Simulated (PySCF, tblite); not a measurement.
# C2H12B2N2: a rotation path, then NMR shifts on frames, part 2 of 2

tblite 0.8.0 and PySCF 2.14.0. Atoms count from 0. Earlier steps stand in the parts before.

## Step 5: Shielding tensors: image 4, PBE0/pcSseg-1

What the job is given:

```
{"job": {"kind": "nmr", "xc": "PBE0", "basis": "pcSseg-1", "pop": false}, "charge": 0, "multiplicity": 1}
C      2.148500     0.322000     0.319000
C      1.171600    -0.843300     0.394400
N     -0.100300    -0.627200    -0.320500
B     -1.459400    -0.612700     0.510900
N     -1.921300     0.756200    -0.135700
B     -0.573600     0.758300    -0.971500
H      2.400000     0.545300    -0.714500
H      3.058900     0.068500     0.857800
H      1.717600     1.210100     0.769700
H      0.944400    -1.043300     1.445400
H      1.663800    -1.734500    -0.009100
H     -0.163600    -1.328800    -1.044300
H     -2.174700    -1.513800     0.210400
H     -1.262400    -0.500700     1.676800
H     -2.009100     1.521000     0.519700
H     -2.770400     0.711800    -0.682400
H     -0.775200     0.624000    -2.136800
H      0.096500     1.693300    -0.701000
```

With the program's defaults for keys left out, this is: GIAO PBE0/pcSseg-1 NMR shielding, non-relativistic, gas phase.

Output:

```text
coarse grid: 13912 points
cycle   1  E = -242.3027686903  dE =  5.151e-01  |g| = 4.137e-01  |ddm| = 3.455e+00
cycle   2  E = -242.3116650548  dE = -8.896e-03  |g| = 4.092e-01  |ddm| = 8.059e-01
cycle   3  E = -242.3541098985  dE = -4.244e-02  |g| = 5.529e-02  |ddm| = 4.013e-01
cycle   4  E = -242.3546983174  dE = -5.884e-04  |g| = 2.493e-02  |ddm| = 6.490e-02
cycle   5  E = -242.3548235008  dE = -1.252e-04  |g| = 3.754e-03  |ddm| = 1.566e-02
cycle   6  E = -242.3548260500  dE = -2.549e-06  |g| = 1.548e-03  |ddm| = 4.151e-03
final grid: 131280 points
cycle   7  E = -242.3813440040  dE = -6.976e-05  |g| = 9.551e-03  |ddm| = 3.771e-02
cycle   8  E = -242.3813365515  dE =  7.453e-06  |g| = 1.130e-02  |ddm| = 1.765e-02
cycle   9  E = -242.3813665318  dE = -2.998e-05  |g| = 8.612e-04  |ddm| = 9.203e-03
cycle  10  E = -242.3813666821  dE = -1.503e-07  |g| = 2.546e-04  |ddm| = 6.889e-04
cycle  11  E = -242.3813666950  dE = -1.292e-08  |g| = 5.692e-05  |ddm| = 1.995e-04
cycle  12  E = -242.3813666957  dE = -7.325e-10  |g| = 1.744e-05  |ddm| = 6.717e-05
converged SCF energy = -242.3813666957

GIAO shielding tensors (ppm)
atom      isotropic    diamagn.    paramagn.     s11        s22        s33       span
  0 C      169.400     247.499     -78.099    158.655    172.711    176.835     18.180
  1 C      139.047     242.311    -103.264    109.829    131.202    176.111     66.283
  2 N      236.786     321.228     -84.441    216.002    226.613    267.744     51.742
  3 B      109.764     190.863     -81.099     92.174    106.410    130.706     38.531
  4 N      245.507     318.613     -73.106    234.983    237.211    264.326     29.343
  5 B      116.006     190.881     -74.875    100.389    113.328    134.301     33.911
  6 H       30.651      29.878       0.774     26.766     28.843     36.344      9.578
  7 H       30.799      28.024       2.774     26.598     27.819     37.978     11.380
  8 H       29.840      30.667      -0.827     25.616     29.271     34.632      9.016
  9 H       28.839      30.338      -1.499     23.840     29.258     33.418      9.578
 10 H       28.911      29.772      -0.861     23.340     28.633     34.762     11.421
 11 H       29.242      33.977      -4.736     20.209     28.049     39.467     19.258
 12 H       28.184      31.071      -2.887     24.549     28.460     31.544      6.995
 13 H       28.643      31.390      -2.747     24.997     29.544     31.387      6.390
 14 H       29.847      31.165      -1.318     23.211     26.723     39.608     16.398
 15 H       30.025      29.871       0.154     23.519     26.016     40.539     17.020
 16 H       28.511      31.674      -3.163     24.882     28.793     31.857      6.974
 17 H       28.333      32.166      -3.833     24.312     29.717     30.971      6.659
```

It took 13 s on 1 thread of Intel Xeon 6975P-C, shared host; peak memory 0.76 GiB.

Key values: δ C1 47.9, C0 17.5, N2 30.9, N4 22.2, H12 3.53, H17 3.38 ppm.

## Step 6: Shielding tensors: image 6, PBE0/pcSseg-1

What the job is given:

```
{"job": {"kind": "nmr", "xc": "PBE0", "basis": "pcSseg-1", "pop": false}, "charge": 0, "multiplicity": 1}
C      1.955800     0.361900     0.563100
C      1.219700    -0.919300     0.203900
N     -0.117400    -0.699900    -0.367900
B     -1.347300    -0.465800     0.615600
N     -1.805300     0.832100    -0.168300
B     -0.574600     0.617600    -1.149100
H      2.208700     0.917500    -0.335000
H      2.876100     0.121200     1.090500
H      1.337300     0.987100     1.199600
H      1.101300    -1.528700     1.107800
H      1.832800    -1.486300    -0.505700
H     -0.317600    -1.501700    -0.950900
H     -2.148300    -1.341800     0.529400
H     -0.999700    -0.219200     1.723100
H     -1.773400     1.685000     0.373700
H     -2.716200     0.770500    -0.602500
H     -0.927800     0.356500    -2.254600
H      0.186900     1.519600    -1.084300
```

Method: GIAO PBE0/pcSseg-1 NMR shielding, non-relativistic, gas phase.

Output:

```text
coarse grid: 13912 points
cycle   1  E = -242.3059133978  dE =  5.171e-01  |g| = 4.161e-01  |ddm| = 3.456e+00
cycle   2  E = -242.3132797500  dE = -7.366e-03  |g| = 4.194e-01  |ddm| = 8.113e-01
cycle   3  E = -242.3577232355  dE = -4.444e-02  |g| = 5.563e-02  |ddm| = 4.096e-01
cycle   4  E = -242.3583182748  dE = -5.950e-04  |g| = 2.523e-02  |ddm| = 6.548e-02
cycle   5  E = -242.3584463863  dE = -1.281e-04  |g| = 3.866e-03  |ddm| = 1.587e-02
cycle   6  E = -242.3584491039  dE = -2.718e-06  |g| = 1.570e-03  |ddm| = 4.365e-03
final grid: 131280 points
cycle   7  E = -242.3841567370  dE = -7.191e-05  |g| = 9.931e-03  |ddm| = 3.423e-02
cycle   8  E = -242.3841473038  dE =  9.433e-06  |g| = 1.202e-02  |ddm| = 1.833e-02
cycle   9  E = -242.3841810582  dE = -3.375e-05  |g| = 8.920e-04  |ddm| = 9.848e-03
cycle  10  E = -242.3841812183  dE = -1.601e-07  |g| = 2.599e-04  |ddm| = 6.974e-04
cycle  11  E = -242.3841812316  dE = -1.329e-08  |g| = 6.240e-05  |ddm| = 2.113e-04
cycle  12  E = -242.3841812325  dE = -8.554e-10  |g| = 1.823e-05  |ddm| = 7.061e-05
converged SCF energy = -242.3841812325

GIAO shielding tensors (ppm)
atom      isotropic    diamagn.    paramagn.     s11        s22        s33       span
  0 C      172.899     247.840     -74.941    164.465    175.851    178.379     13.914
  1 C      142.532     242.839    -100.307    125.825    129.422    172.349     46.524
  2 N      234.067     320.945     -86.878    215.200    221.954    265.047     49.846
  3 B      112.840     191.656     -78.816     95.263    110.363    132.894     37.631
  4 N      245.942     318.784     -72.842    235.261    237.212    265.353     30.091
  5 B      116.525     190.959     -74.435    100.502    114.182    134.889     34.387
  6 H       30.053      30.214      -0.161     25.631     28.720     35.808     10.177
  7 H       30.790      28.137       2.652     26.494     27.825     38.050     11.555
  8 H       30.255      31.011      -0.756     26.028     29.595     35.141      9.114
  9 H       29.022      29.925      -0.903     23.804     28.641     34.620     10.816
 10 H       29.076      29.479      -0.402     23.351     28.570     35.308     11.956
 11 H       29.256      33.469      -4.213     20.183     27.952     39.632     19.448
 12 H       28.309      31.365      -3.056     24.627     28.560     31.741      7.114
 13 H       28.690      31.621      -2.930     25.376     29.151     31.543      6.167
 14 H       30.018      31.409      -1.391     23.296     27.068     39.691     16.395
 15 H       30.031      29.986       0.046     23.462     25.979     40.654     17.193
 16 H       28.539      31.451      -2.912     24.918     28.661     32.038      7.120
 17 H       28.375      32.116      -3.741     24.487     29.773     30.865      6.378
```

Wall time 13 s (1 thread of Intel Xeon 6975P-C, shared host); peak memory 0.77 GiB.

In short: δ C1 44.4, C0 14.0, N2 33.7, N4 21.8, H12 3.41, H17 3.34 ppm.

## Step 7: NMR shieldings: image 8, PBE0/pcSseg-1

What the job is given:

```
{"job": {"kind": "nmr", "xc": "PBE0", "basis": "pcSseg-1", "pop": false}, "charge": 0, "multiplicity": 1}
C      1.748500     0.385800     0.797300
C      1.261600    -0.867000     0.083800
N     -0.131100    -0.794100    -0.369200
B     -1.301500    -0.383100     0.630100
N     -1.586000     0.948400    -0.184400
B     -0.613800     0.397000    -1.310300
H      1.648400     1.254500     0.155000
H      2.797400     0.266500     1.058000
H      1.181700     0.553200     1.707200
H      1.366100    -1.722000     0.763500
H      1.901400    -1.045300    -0.789500
H     -0.336100    -1.686400    -0.800700
H     -2.212800    -1.140100     0.539900
H     -0.947000    -0.186600     1.744900
H     -1.255800     1.789200     0.270600
H     -2.545800     1.097900    -0.464900
H     -1.229300    -0.022000    -2.236400
H      0.245300     1.160400    -1.606800
```

Level: GIAO PBE0/pcSseg-1 NMR shielding, non-relativistic, gas phase.

Output:

```text
coarse grid: 13912 points
cycle   1  E = -242.3083720623  dE =  5.253e-01  |g| = 4.165e-01  |ddm| = 3.460e+00
cycle   2  E = -242.3151613992  dE = -6.789e-03  |g| = 4.221e-01  |ddm| = 8.069e-01
cycle   3  E = -242.3600062388  dE = -4.484e-02  |g| = 5.768e-02  |ddm| = 4.111e-01
cycle   4  E = -242.3606489518  dE = -6.427e-04  |g| = 2.541e-02  |ddm| = 6.837e-02
cycle   5  E = -242.3607788670  dE = -1.299e-04  |g| = 3.929e-03  |ddm| = 1.592e-02
cycle   6  E = -242.3607816984  dE = -2.831e-06  |g| = 1.555e-03  |ddm| = 4.685e-03
final grid: 131280 points
cycle   7  E = -242.3864774038  dE = -6.619e-05  |g| = 9.819e-03  |ddm| = 3.446e-02
cycle   8  E = -242.3864668262  dE =  1.058e-05  |g| = 1.210e-02  |ddm| = 1.863e-02
cycle   9  E = -242.3865010545  dE = -3.423e-05  |g| = 8.974e-04  |ddm| = 1.008e-02
cycle  10  E = -242.3865012195  dE = -1.650e-07  |g| = 2.512e-04  |ddm| = 7.061e-04
cycle  11  E = -242.3865012318  dE = -1.233e-08  |g| = 5.553e-05  |ddm| = 1.917e-04
cycle  12  E = -242.3865012325  dE = -6.668e-10  |g| = 1.953e-05  |ddm| = 6.848e-05
converged SCF energy = -242.3865012325

GIAO shielding tensors (ppm)
atom      isotropic    diamagn.    paramagn.     s11        s22        s33       span
  0 C      177.462     248.901     -71.439    165.263    176.566    190.557     25.294
  1 C      142.277     243.328    -101.052    125.973    131.341    169.516     43.543
  2 N      229.826     320.670     -90.844    213.934    217.352    258.193     44.259
  3 B      115.885     191.367     -75.482     99.424    114.099    134.130     34.706
  4 N      244.565     319.290     -74.725    230.442    236.490    266.764     36.322
  5 B      115.530     191.532     -76.002     98.881    113.844    133.866     34.984
  6 H       29.868      30.968      -1.099     25.173     29.377     35.055      9.883
  7 H       30.838      28.401       2.437     26.428     27.791     38.297     11.869
  8 H       29.811      30.779      -0.968     25.068     29.099     35.267     10.200
  9 H       28.993      29.556      -0.563     23.399     28.402     35.179     11.780
 10 H       29.015      29.635      -0.620     23.376     28.455     35.215     11.839
 11 H       29.462      33.054      -3.592     20.023     28.337     40.026     20.003
 12 H       28.421      31.410      -2.989     24.983     28.536     31.744      6.761
 13 H       28.530      31.523      -2.992     25.510     28.388     31.693      6.183
 14 H       30.107      32.160      -2.053     23.590     27.771     38.960     15.371
 15 H       30.157      30.057       0.100     23.173     26.047     41.250     18.078
 16 H       28.393      31.408      -3.015     24.957     28.514     31.707      6.750
 17 H       28.542      31.479      -2.936     25.564     28.353     31.711      6.148
```

It took 13 s on 1 thread of Intel Xeon 6975P-C, shared host; peak memory 0.77 GiB.

Key values: δ C1 44.6, C0 9.5, N2 37.9, N4 23.2, H16 3.32, H12 3.30 ppm.

## Step 8: Run by run: NMR shifts

Shifts (ppm) of some atoms, chosen among heavy atoms and hydrogens apart, with basis size and wall time:

```csv
frame,C1,C0,H11,H6,N2,B5,B3,functions,time
image 0,51.5,16.9,1.52,0.69,45.0,-12.3,-12.6,162,16 s
image 2,49.9,15.4,2.05,0.74,38.2,-15.7,-10.5,162,12 s
image 4,47.9,17.5,2.48,1.07,30.9,-15.9,-9.7,162,13 s
image 6,44.4,14.0,2.46,1.66,33.7,-16.5,-12.8,162,13 s
image 8,44.6,9.5,2.26,1.85,37.9,-15.5,-15.8,162,13 s
```

## Step 9: Summary of results

This closing draws on all 2 parts.

| quantity | value |
| --- | --- |
| barrier | 0.256 eV (5.9 kcal/mol) at image 4 |
| end to end (GFN2-xTB) | 0.123 eV |
| 13C shifts against TMS (PBE0/pcSseg-1, image 0) | 51.5, 16.9 ppm |
| 1H shifts against TMS (PBE0/pcSseg-1, image 0) | 3.35, 3.34, 3.07, 3.06, 2.81, 2.67, 1.72, 1.71, 1.52, 1.39, 1.04, 0.69 ppm |
| 15N shifts against NH3 (PBE0/pcSseg-1, image 0) | 45.0, 20.2 ppm |
| 11B shifts against BF3·OEt2 (PBE0/pcSseg-1, image 0) | -12.3, -12.6 ppm |
| surface potential, 1st and 99th percentile | -1.01 V and 1.71 V |
| range of the shift of N2 | 30.9 to 45.0 ppm |

In words: Along the band the dihedral turns by 129°, and the top (dihedral -8°) lies 5.9 kcal/mol above the start (GFN2-xTB, rough), so at room temperature this motion is fast. The top was not checked by a frequency run. Shifts at one fixed geometry are not the observed spectrum, which averages over the motion. In the first frame run (image 0): The widest tensor belongs to C1: span 53 ppm, with a paramagnetic part of -109 ppm. Across the 5 runs the shift of N2 moves most, between 30.9 (image 4) and 45.0 ppm (image 0).
